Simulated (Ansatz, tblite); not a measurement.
**SiCl2(SiMe3)2 (C₆H₁₈Cl₂Si₃): one state, many levels**

Aim: run the singlet of SiCl2(SiMe3)2 (C₆H₁₈Cl₂Si₃) at one geometry on many levels, and compare frontier levels, spin and run time.

Computed with Ansatz 0.2.0, Gaussian basis. Level: as each input shows.

The runs, in order: GFN1-xTB, GFN2-xTB, PBE-D4/def2-TZVP, r2SCAN-D4/def2-TZVP, LDA/def2-TZVP, r2SCAN0-D4/def2-TZVP, PBE-D4/def2-SVP, PBE0-D4/def2-SVP, HF/STO-3G, MP2/def2-SVP, RPA/def2-SVP.

5 further runs of the same task are left out: 3 that didn't finish, 2 set aside as unsound or not needed. Runs told in other sessions of the task aren't counted.

## (1) The structure

The geometry is that of the singlet, from an earlier relaxation (PBE0-D4/def2-SVP).

29 atoms, charge 0, spin multiplicity 1.

Bond lengths: Si1–Cl2 2.106 Å, Si1–Cl3 2.105 Å, Si1–Si4 2.343 Å, Si1–Si17 2.343 Å, Si4–C5 1.880 Å, Si4–C6 1.883 Å, Si4–C7 1.884 Å, C5–H8 1.102 Å, C5–H9 1.101 Å, C5–H10 1.101 Å, C6–H11 1.101 Å, C6–H12 1.102 Å, C6–H13 1.102 Å, C7–H14 1.101 Å, C7–H15 1.101 Å, C7–H16 1.102 Å, Si17–C18 1.883 Å, Si17–C19 1.880 Å and more. Angles: Cl2–Si1–Cl3 107.8°, Cl2–Si1–Si4 105.9°, Cl2–Si1–Si17 105.8°, Cl3–Si1–Si4 105.9°, Cl3–Si1–Si17 106.2°, Si4–Si1–Si17 124.3°, Si1–Si4–C5 106.2°, Si1–Si4–C6 108.1°, Si1–Si4–C7 108.1°, C5–Si4–C6 111.3°, C5–Si4–C7 111.3°, C6–Si4–C7 111.5°, Si4–C5–H8 111.4°, Si4–C5–H9 110.3°, Si4–C5–H10 110.3°, H8–C5–H9 108.4°, H8–C5–H10 108.5°, H9–C5–H10 107.9° and more.

As a file:

| atom | x (Å) | y (Å) | z (Å) |
| --- | --- | --- | --- |
| Si1 | 1.0270 | 0.0014 | 0.4845 |
| Cl2 | 1.4106 | -0.0991 | 2.5528 |
| Cl3 | 2.8796 | 0.1063 | -0.5099 |
| Si4 | -0.0149 | 2.0688 | 0.1228 |
| C5 | 1.1307 | 3.3694 | 0.8518 |
| C6 | -0.2223 | 2.3023 | -1.7345 |
| C7 | -1.6784 | 2.0483 | 1.0067 |
| H8 | 0.7157 | 4.3832 | 0.7317 |
| H9 | 2.1133 | 3.3343 | 0.3562 |
| H10 | 1.2873 | 3.1817 | 1.9253 |
| H11 | 0.7507 | 2.2102 | -2.2422 |
| H12 | -0.9017 | 1.5481 | -2.1624 |
| H13 | -0.6349 | 3.2984 | -1.9630 |
| H14 | -2.3549 | 1.2952 | 0.5727 |
| H15 | -1.5441 | 1.8110 | 2.0738 |
| H16 | -2.1753 | 3.0297 | 0.9352 |
| Si17 | 0.0906 | -2.0680 | -0.0905 |
| C18 | -0.2026 | -2.0873 | -1.9509 |
| C19 | 1.3493 | -3.3692 | 0.4167 |
| C20 | -1.5200 | -2.2653 | 0.8659 |
| H21 | -0.5692 | -3.0725 | -2.2823 |
| H22 | 0.7337 | -1.8723 | -2.4893 |
| H23 | -0.9473 | -1.3322 | -2.2484 |
| H24 | 2.3015 | -3.2071 | -0.1117 |
| H25 | 1.5484 | -3.3074 | 1.4978 |
| H26 | 0.9909 | -4.3853 | 0.1855 |
| H27 | -1.3406 | -2.1492 | 1.9464 |
| H28 | -2.2636 | -1.5115 | 0.5620 |
| H29 | -1.9596 | -3.2618 | 0.6974 |

PBE0-D4/def2-TZVP was run before; its log isn't repeated, and its numbers join the tables.

## (2) GFN1-xTB

Tight binding, by tblite at 300 K electronic temperature and without a spin-polarisation term:

```python
tblite.interface.Calculator('GFN1-xTB', numbers, positions, charge=0, uhf=0).singlepoint()
```

Energy -995.3457 eV, HOMO -10.09 eV, LUMO -6.34 eV; 0.03 s.

## (3) GFN2-xTB

Tight binding, by tblite at 300 K electronic temperature and without a spin-polarisation term:

```python
tblite.interface.Calculator('GFN2-xTB', numbers, positions, charge=0, uhf=0).singlepoint()
```

Energy -989.2728 eV, HOMO -9.36 eV, LUMO -5.64 eV; 0.027 s.

## (4) PBE-D4/def2-TZVP

start.molden holds the orbitals of an earlier run on this state, given as this run's starting guess.

in.yaml

```yaml
crystal:
  periodic: [false, false, false]
  atoms:
    - {symbol: Si, position_ang: [1.026978, 0.001407, 0.484526]}
    - {symbol: Cl, position_ang: [1.410558, -0.099132, 2.552783]}
    - {symbol: Cl, position_ang: [2.879582, 0.106293, -0.509894]}
    - {symbol: Si, position_ang: [-0.014874, 2.068750, 0.122779]}
    - {symbol: C, position_ang: [1.130725, 3.369442, 0.851761]}
    - {symbol: C, position_ang: [-0.222282, 2.302277, -1.734510]}
    - {symbol: C, position_ang: [-1.678390, 2.048344, 1.006737]}
    - {symbol: H, position_ang: [0.715686, 4.383203, 0.731697]}
    - {symbol: H, position_ang: [2.113344, 3.334283, 0.356171]}
    - {symbol: H, position_ang: [1.287275, 3.181671, 1.925318]}
    - {symbol: H, position_ang: [0.750657, 2.210233, -2.242237]}
    - {symbol: H, position_ang: [-0.901651, 1.548122, -2.162404]}
    - {symbol: H, position_ang: [-0.634880, 3.298374, -1.963036]}
    - {symbol: H, position_ang: [-2.354902, 1.295189, 0.572704]}
    - {symbol: H, position_ang: [-1.544068, 1.810980, 2.073826]}
    - {symbol: H, position_ang: [-2.175341, 3.029687, 0.935178]}
    - {symbol: Si, position_ang: [0.090646, -2.068043, -0.090524]}
    - {symbol: C, position_ang: [-0.202609, -2.087310, -1.950899]}
    - {symbol: C, position_ang: [1.349314, -3.369199, 0.416741]}
    - {symbol: C, position_ang: [-1.520046, -2.265257, 0.865871]}
    - {symbol: H, position_ang: [-0.569154, -3.072495, -2.282317]}
    - {symbol: H, position_ang: [0.733676, -1.872305, -2.489268]}
    - {symbol: H, position_ang: [-0.947299, -1.332226, -2.248383]}
    - {symbol: H, position_ang: [2.301547, -3.207105, -0.111714]}
    - {symbol: H, position_ang: [1.548386, -3.307364, 1.497840]}
    - {symbol: H, position_ang: [0.990949, -4.385331, 0.185482]}
    - {symbol: H, position_ang: [-1.340618, -2.149165, 1.946352]}
    - {symbol: H, position_ang: [-2.263580, -1.511491, 0.562021]}
    - {symbol: H, position_ang: [-1.959629, -3.261823, 0.697409]}
basis:
  gaussian: {orbitals: def2-TZVP, initial_orbitals: start.molden}
hamiltonian: {xc: pbe, dispersion: d4}
scf: {omitted_lower_state_checks: [starts]}
output: {forces: true, orbitals: {seedname: orbitals}}
```

Run with:

```bash
$ ansatz run in.yaml --threads 4 --pin off --events-out ev --progress --plain --max-ram 6963MiB
```

The runs that follow: r2SCAN-D4/def2-TZVP; LDA/def2-TZVP; r2SCAN0-D4/def2-TZVP; PBE-D4/def2-SVP; PBE0-D4/def2-SVP; HF/STO-3G; MP2/def2-SVP; RPA/def2-SVP.

Q: Predict the results of all the runs planned. Wanted: gap in def2-TZVP, named functionals, smallest and largest; correlation energy, MP2/def2-SVP; binding an atom, functionals in def2-TZVP; PBE0 total energy, smallest basis above largest.

As calculated:

| quantity | value |
| --- | --- |
| gap in def2-TZVP, named functionals, smallest and largest | 4.34 eV (LDA), 6.62 eV (r2SCAN0-D4) |
| correlation energy, MP2/def2-SVP | -38.89 eV |
| binding an atom, functionals in def2-TZVP | 3.88 (r2SCAN0-D4) to 4.37 eV (LDA) |
| PBE0 total energy, smallest basis above largest | 23.89 eV (def2-SVP, def2-TZVP) |

What this shows: Orbital gaps of the named functionals in def2-TZVP span 4.34 eV (LDA) to 6.62 eV (r2SCAN0-D4); exact exchange widens it.
